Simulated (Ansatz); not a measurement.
# LaBi: how the settings move a single-point run

Aim: see which settings change the result for LaBi, by how much, and at what cost. The cell is built on a prototype (NiAs type) and needn't be the phase found in nature.

Method: reference: DFT, PBEsol, plane waves, PAW, in Ansatz 0.2.0.

3 further runs of the same task are left out: 2 for a known fault of the program, 1 that didn't finish.

## (1) The structure to begin with

The structure is hexagonal, space group P6_3/mmc (No. 194). The conventional cell has a = 4.655 Å, b = 4.655 Å, c = 8.140 Å, α = 90.00°, β = 90.00°, γ = 120.00°. La (site symmetry -3m) has 6 Bi at 3.37 Å as nearest neighbours. Around Bi (site symmetry -6m2) lie 6 La at 3.37 Å.

As a file:

```cif
data_structure
_symmetry_space_group_name_H-M 'P 1'
_symmetry_Int_Tables_number 1
_cell_length_a 4.6545
_cell_length_b 4.6545
_cell_length_c 8.1405
_cell_angle_alpha 90.000
_cell_angle_beta 90.000
_cell_angle_gamma 120.000
_cell_volume 152.73
loop_
_atom_site_label
_atom_site_type_symbol
_atom_site_fract_x
_atom_site_fract_y
_atom_site_fract_z
_atom_site_occupancy
La1 La 0.00000 0.00000 0.00000 1
La2 La 0.00000 0.00000 0.50000 1
Bi1 Bi 0.33333 0.66667 0.25000 1
Bi2 Bi 0.66667 0.33333 0.75000 1
```

## (2) Baseline

Contents of input.yaml:

```yaml
crystal:
  lattice:
    - [4.6545493818, 0.0, 0.0]
    - [-2.3272746909, 4.0309580078, 0.0]
    - [0.0, 0.0, 8.1404882729]
  atoms:
    - { symbol: La, position: [0.0, 0.0, 0.0] }
    - { symbol: La, position: [0.0, 0.0, 0.5] }
    - { symbol: Bi, position: [0.3333333333, 0.6666666667, 0.25] }
    - { symbol: Bi, position: [0.6666666667, 0.3333333333, 0.75] }
kpoints:
  mp_grid: { grid: [6, 6, 2] }
hamiltonian:
  xc: pbesol
scf:
  occupations: { method: fermi_dirac, width: 0.02 }
  n_extra_bands: 5
output:
  forces: true
  stress: true
  eigenvalues: true
  write_density: true
  write_potential: true
  elf: true
  volumetric_format: npy
```

Started as:

```sh
$ ansatz run input.yaml --threads 4 --pin off --max-ram 3686MiB --backend cpu --events-out ev --progress --plain --runs-dir out
```

## (3) A run with other settings

input.yaml, as its differences from that of step 2:

```diff
@@ -17,2 +17,3 @@
   n_extra_bands: 5
+  max_iter: 67
 output:
@@ -21,5 +22,4 @@
   eigenvalues: true
-  write_density: true
-  write_potential: true
-  elf: true
-  volumetric_format: npy
+magnetization:
+  spin_polarized: true
+  initial_magnetization: 6.0
```

## (5) Variant: ecutrho_ratio 12

input.yaml, as its differences from that of step 2:

```diff
@@ -17,2 +17,3 @@
   n_extra_bands: 5
+  max_iter: 69
 output:
@@ -21,5 +22,3 @@
   eigenvalues: true
-  write_density: true
-  write_potential: true
-  elf: true
-  volumetric_format: npy
+basis:
+  ecutrho_ratio: 12
```

## (6) Changing settings: preconditioner none

input.yaml, as its differences from that of step 2:

```diff
@@ -17,2 +17,3 @@
   n_extra_bands: 5
+  mixing: { preconditioner: none }
 output:
@@ -21,5 +22 @@
   eigenvalues: true
-  write_density: true
-  write_potential: true
-  elf: true
-  volumetric_format: npy
```

## (7) Variant: n_extra_bands 1

input.yaml, as its differences from that of step 2:

```diff
@@ -16,3 +16,3 @@
   occupations: { method: fermi_dirac, width: 0.02 }
-  n_extra_bands: 5
+  n_extra_bands: 1
 output:
@@ -21,5 +21 @@
   eigenvalues: true
-  write_density: true
-  write_potential: true
-  elf: true
-  volumetric_format: npy
```

## (8) A run with other settings

input.yaml, as its differences from that of step 2:

```diff
@@ -17,2 +17,3 @@
   n_extra_bands: 5
+  max_iter: 68
 output:
@@ -21,5 +22,4 @@
   eigenvalues: true
-  write_density: true
-  write_potential: true
-  elf: true
-  volumetric_format: npy
+magnetization:
+  spin_polarized: true
+  initial_magnetization: 0.5
```

## (10) Changing settings: occupations.method gaussian, occupations.width 0.001

input.yaml, as its differences from that of step 2:

```diff
@@ -15,3 +15,3 @@
 scf:
-  occupations: { method: fermi_dirac, width: 0.02 }
+  occupations: { method: gaussian, width: 0.001 }
   n_extra_bands: 5
@@ -21,5 +21 @@
   eigenvalues: true
-  write_density: true
-  write_potential: true
-  elf: true
-  volumetric_format: npy
```

(Steps that only read results are left out.)

What does the calculation give? Wanted: for each run, ending; energy change; pressure; gap; force.

The runs gave:

```
                                                    run     ending        energy change  pressure (GPa)  gap (eV)  force (eV/Å)  cycles   time
                                              reference  converged                    0            -2.0      0.00          0.00       6  2.1 s
      1: spin_polarized true, initial_magnetization 6.0  converged         0.0 meV/atom            -2.0      0.00          0.00      12  5.7 s
                                    2: ecutrho_ratio 12  converged         0.0 meV/atom            -2.0      0.00          0.00       6  1.8 s
                                 3: preconditioner none  converged         0.0 meV/atom            -2.0      0.00          0.00       6  1.7 s
                                     4: n_extra_bands 1  converged         0.0 meV/atom            -2.0      0.00          0.00       6  1.6 s
      5: spin_polarized true, initial_magnetization 0.5  converged         0.0 meV/atom            -2.0      0.00          0.00      11    5 s
6: occupations.method gaussian, occupations.width 0.001  converged  +0.2 meV/atom (σ→0)            -2.0      0.00          0.00       8  1.8 s
```

Times don't compare one to one where runs were asked for different outputs or read a saved state (see the inputs); cycles may leave out searches for a lower state.

Residual by cycle in the longest SCF loop of each run; runs are numbered as in the table. The quantity is the density residual dr2, in eV.

```
cycle  reference    run 1    run 2    run 3    run 4   run 5    run 6
    1    0.00573     19.1  0.00572  0.00573  0.00577    3.63  0.00629
    2    0.00115     1.25  0.00115  0.00181   0.0012    1.54  0.00124
    3     8.7e-5    0.603   8.5e-5   2.3e-4   8.8e-5   0.772   2.1e-4
    4     8.7e-6   0.0372   8.5e-6   2.1e-5   8.9e-6  0.0355   6.8e-5
    5     4.5e-7   0.0076   4.4e-7   3.4e-7   3.6e-7  0.0106   4.1e-6
    6     3.0e-8   4.1e-4   3.0e-8   1.4e-8   4.5e-8  4.9e-4   8.9e-7
    7          -   7.5e-5        -        -        -  1.1e-4   2.5e-7
    8          -   4.5e-6        -        -        -  9.8e-6   5.7e-8
    9          -   2.5e-7        -        -        -  7.1e-7        -
   10          -   3.3e-8        -        -        -  6.0e-8        -
   11          -   1.6e-9        -        -        -  1.0e-8        -
   12          -  4.6e-11        -        -        -       -        -
```

**Reading.** Of the variants the dearest is «spin_polarized true, initial_magnetization 6.0» (5.7 s), the cheapest «n_extra_bands 1» (1.6 s), on a shared host.
